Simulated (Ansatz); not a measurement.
# SbH+ (quartet): the correlation ladder at distance Sb1–H2 = 3.421 Å, def2-TZVPP

Aim: climb from Hartree-Fock through coupled cluster and multireference methods for SbH+ (quartet) at one geometry and basis, and see what each rung misses.

Method: def2-TZVPP, core rule «outside noble gas», up to 9 orbitals frozen; program: Ansatz 0.2.0, Gaussian basis.

To be run: UHF; CCSD(T) on ROHF; CCSD(T) on UHF; BCCD(T) on ROHF; CISD as a restricted active space (open shells left free, so some higher excitations enter); CCSDT(Q) on ROHF; CCSDT(Q) on UHF; CASSCF and MRCISD+Q, 5 electrons in 5 orbitals; CASSCF and NEVPT2, 5 electrons in 5 orbitals; Full CI.

17 further runs of the same task are left out: 15 that didn't finish, 2 set aside as unsound or not needed. Runs told in other sessions of the task aren't counted.

**1. What is computed**

The geometry derives from a PBE0/def2-TZVP stationary point (not a proven minimum). One bond is set to the value named and the two fragments are kept rigid. No spin-orbit coupling is included. Elements past krypton take def2 core potentials.

2 atoms, charge 1, spin multiplicity 4.

Atoms are counted from 1 here; the program's logs count them from 0.

No contacts short enough for the rule that draws bonds.

**2. UHF**

File in.yaml:

```yaml
crystal:
  periodic: [false, false, false]
  atoms:
    - {symbol: Sb, position_ang: [0.000000, 0.000000, 0.000000]}
    - {symbol: H, position_ang: [0.000000, 0.000000, 3.421000]}
basis:
  gaussian: {orbitals: def2-TZVPP}
total_charge: 1
magnetization: {spin_polarized: true, initial_magnetization: 3}
hamiltonian: {xc: hf}
output: {orbitals: {seedname: orbitals}}
```

Command:

```sh
> ansatz run in.yaml --threads 1 --pin off --events-out ev --progress --plain --max-ram 2393MiB
```

The runs that follow: CCSD(T) on ROHF; CCSD(T) on UHF; BCCD(T) on ROHF; CISD as a restricted active space (open shells left free, so some higher excitations enter); CCSDT(Q) on ROHF; CCSDT(Q) on UHF; CASSCF and MRCISD+Q, 5 electrons in 5 orbitals; CASSCF and NEVPT2, 5 electrons in 5 orbitals; Full CI.

Before running them: what should the planned runs give, taken together? Wanted: FCI from the RHF energy; RMP2 from FCI; UMP2 from FCI; RCCSD from FCI; RCCSD(T) from FCI; UCCSD(T) from FCI; RCCSDT(Q) from FCI; UCCSDT(Q) from FCI; NEVPT2 valence from FCI.

As calculated:

| quantity | value |
| --- | --- |
| FCI from the ROHF energy | -1.7571 eV |
| RMP2 from FCI | +9.38 kcal/mol |
| UMP2 from FCI | +9.01 kcal/mol |
| RCCSD from FCI | +1.21 kcal/mol |
| RCCSD(T) from FCI | +0.26 kcal/mol |
| UCCSD(T) from FCI | -0.20 kcal/mol |
| RCCSDT(Q) from FCI | -0.01 kcal/mol |
| UCCSDT(Q) from FCI | -0.48 kcal/mol |
| NEVPT2 valence from FCI | +7.53 kcal/mol |
| MRCISD+Q valence from FCI | 0.00 kcal/mol |
| levels within 1 kcal/mol (43 meV) | UCCSD, RCCSD(T), UCCSD(T), BCCD(T), RCCSDT, UCCSDT, RCCSDT(Q), UCCSDT(Q), MRCISD+Q valence |
| T1 diagnostic | 0.017 |
| effectively unpaired electrons | 3.02 |

In words: RCCSD(T) lands +0.26 kcal/mol from the yardstick (0.6 % of the correlation energy). CCSD(T) misses by +0.26 kcal/mol on the restricted determinant and by -0.20 kcal/mol on the unrestricted one; the two need not hold the same state or core. UCCSD(T), UCCSDT, UCCSDT(Q) fall below full CI: unrestricted runs freeze a spin-polarised core, another one than full CI's, and coupled cluster isn't variational. One determinant dominates. Of the multireference levels listed MRCISD+Q valence comes nearest in total energy (0.00 kcal/mol), which doesn't show that its space is the better one. These misses are within one basis, not against nature; the frozen cores of restricted and unrestricted runs differ, which can shift their rows.

Levels on UHF freeze UHF's core orbitals, full CI those of ROHF, so the U rows can settle a little off it for that reason alone.

With open shells the CI space here admits some higher excitations, so it is larger than plain CISD.
